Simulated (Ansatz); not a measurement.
# GeAsH3+ (doublet): wave-function methods side by side, cc-pVDZ

One table from this session's results is given with a row withheld; the runs are named, their logs left out.

Program: Ansatz 0.2.0, Gaussian basis. Level of theory: cc-pVDZ, core rule «outside noble gas», up to 28 orbitals frozen. These are calculated values, not measurements.

The runs, in order: UHF; CCSD(T) on ROHF; CCSD(T) on UHF; BCCD(T) on ROHF; CISD; CCSDT(Q) on ROHF; CCSDT(Q) on UHF.

18 further runs of the same task are left out: 5 that didn't finish, 13 set aside as unsound or not needed.

### The geometry

The geometry is a PBE0/def2-TZVP stationary point (not a proven minimum) of the parent state, kept for this charge and spin. No spin-orbit coupling is included. The filled d shell of Ge, As may be among the frozen orbitals whatever the setting's name suggests; the logs give the count.

5 atoms, charge 1, spin multiplicity 2.

Atoms are counted from 1 here; the program's logs count them from 0.

Bond lengths: Ge1–As2 2.435 Å, Ge1–H3 1.595 Å, As2–H4 1.516 Å, As2–H5 1.517 Å. Angles: As2–Ge1–H3 89.4°, Ge1–As2–H4 98.1°, Ge1–As2–H5 97.7°, H4–As2–H5 96.1°.

As a file:

```xyz
5
AsGeH3
Ge   -0.02210    0.03865    1.24654
As    0.04608   -0.01907   -1.18729
H     0.03463   -1.55516    1.26813
H    -1.06590   -1.02606   -1.40725
H    -0.80120    1.21329   -1.44331
```

Set-up of the first run:

The input, in.yaml:

```yaml
crystal:
  periodic: [false, false, false]
  atoms:
    - {symbol: Ge, position_ang: [-0.022102, 0.038653, 1.246543]}
    - {symbol: As, position_ang: [0.046082, -0.019073, -1.187293]}
    - {symbol: H, position_ang: [0.034626, -1.555165, 1.268133]}
    - {symbol: H, position_ang: [-1.065901, -1.026058, -1.407248]}
    - {symbol: H, position_ang: [-0.801201, 1.213287, -1.443306]}
basis:
  gaussian: {orbitals: cc-pVDZ}
total_charge: 1
magnetization: {spin_polarized: true, initial_magnetization: 1}
hamiltonian: {xc: hf}
output: {orbitals: {seedname: orbitals}}
```

The run is started by

```console
$ ansatz run in.yaml --threads 1 --pin off --events-out ev --progress --plain --max-ram 2393MiB
```

Among the steps run: UHF; CCSD(T) on ROHF; CCSD(T) on UHF; BCCD(T) on ROHF; CISD; CCSDT(Q) on ROHF; CCSDT(Q) on UHF.

One table of the session follows, with a row left open; its other results are not shown here.

| method | from UCCSDT(Q) (kJ/mol) |
| --- | --- |
| ROHF | ? |
| UHF | +562.4 |
| RMP2 | +128.2 |
| UMP2 | +134.2 |
| CISD | +74.6 |
| RCCSD | +23.6 |
| UCCSD | +21.8 |
| RCCSD(T) | +5.0 |
| UCCSD(T) | +5.0 |
| BCCD(T) | +5.1 |
| RCCSDT | +1.4 |
| UCCSDT | +1.0 |
| RCCSDT(Q) | +0.4 |
| UCCSDT(Q) | 0 |

Estimate the missing values for ROHF.

The run gave: from UCCSDT(Q) (kJ/mol): +590.8. In the column «from UCCSDT(Q) (kJ/mol)» it is the highest.

Limits of these values: Restricted and unrestricted rows rest on different reference determinants; where their highest levels disagree by more than a few hundredths of an eV, they describe different states and don't form one ladder.
